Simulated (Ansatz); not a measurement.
This script makes an equation of state with a fit of Cd, space group P6_3/mmc with Ansatz 0.2.0 through its Python package.

`eos_cd.py`
```python
"""Energy against volume for Cd, with a fit."""

import ansatz as az
import numpy as np
from scipy.optimize import curve_fit

vectors0 = np.array([
    [3.093068, 0.0, 0.0],
    [-1.546534, 2.678675, 0.0],
    [0.0, 0.0, 10.430737],
])
sites = [
    ("Cd", (0.0, 0.0, 0.0)),
    ("Cd", (1 / 3, 2 / 3, 0.25)),
    ("Cd", (0.0, 0.0, 0.5)),
    ("Cd", (2 / 3, 1 / 3, 0.75)),
]


def crystal_on(cell):
    crystal = az.Crystal(lattice=az.Lattice.of(cell))
    for symbol, position in sites:
        crystal = crystal.atom(symbol, position)
    return crystal

def vinet(v, e0, v0, b0, b1):
    eta = (v / v0) ** (1 / 3)
    return e0 + 2 * b0 * v0 / (b1 - 1) ** 2 * (2 - (5 + 3 * b1 * (eta - 1) - 3 * eta) * np.exp(-1.5 * (b1 - 1) * (eta - 1)))

# scale the volume, keep shape and fractions
volumes, energies = [], []
for scale in np.linspace(0.94, 1.06, 7):
    cell = vectors0 * scale ** (1 / 3)
    calculation = (
        crystal_on(cell).calculation()
        .functional("r2SCAN")
        .basis(12 * az.Ha, density_ratio=4)
        .mixing("broyden", preconditioner="none")
        .occupations("cold")
        .kpoints(9, 9, 3)
    )
    rep = calculation.run(threads=1).report
    volumes.append(abs(np.linalg.det(cell)) / len(sites))
    energies.append(rep["free_energy_ev"] / len(sites))
    print(f"V = {volumes[-1]:8.4f} A^3/atom  F = {energies[-1]:.5f} eV/atom")

guess = (min(energies), volumes[int(np.argmin(energies))], 0.5, 4.5)
(e0, v0, b0, b1), _ = curve_fit(vinet, np.array(volumes), np.array(energies), p0=guess, maxfev=20000)
print(f"Vinet fit: V0 = {v0:.4f} A^3/atom, B0 = {160.21766 * b0:.1f} GPa, B1 = {b1:.2f}")
print("largest residual", round(1000 * float(np.abs(vinet(np.array(volumes), e0, v0, b0, b1) - energies).max()), 3), "meV/atom")
```

From its runs, with one value withheld:

| V (Å³/atom) | F less the lowest row shown (meV/atom) |
| --- | --- |
| 20.309 | ? |
| 20.741 | 7.14 |
| 21.173 | 2.03 |
| 21.606 | 0.00 |
| 22.038 | 0.17 |
| 22.470 | 3.03 |
| 22.902 | 8.06 |

What is the missing energy at 20.309 Å³ an atom?

A third-order Birch-Murnaghan fit, E = E0 + (9 V0 B0 / 16) [(t - 1)³ B' + (t - 1)² (6 - 4t)] with t = (V0/V)^(2/3), through the 6 rows shown gives V0 = 21.759 Å³, B0 = 47.2 GPa, B' = 2.43 and E0 = -0.28 meV. At V = 20.309 Å³, t = 1.04703, and the fit extrapolates to 15.08 meV. The run gave 15.73 meV, a miss of 0.64 meV.

What to keep in mind:
- These settings explore the input space; cutoff and mesh may be short of convergence.
- The cutoff lies under the one recommended for these potentials.
- Shape and fractional positions are held along the curve, so the bulk modulus is an upper value where they are free to relax, by a factor of two or more in layered or hydrogen-bonded cells.
- It ran for 27 s on 1 thread of Arm Neoverse V2 (shared host), peak memory 0.51 GiB.
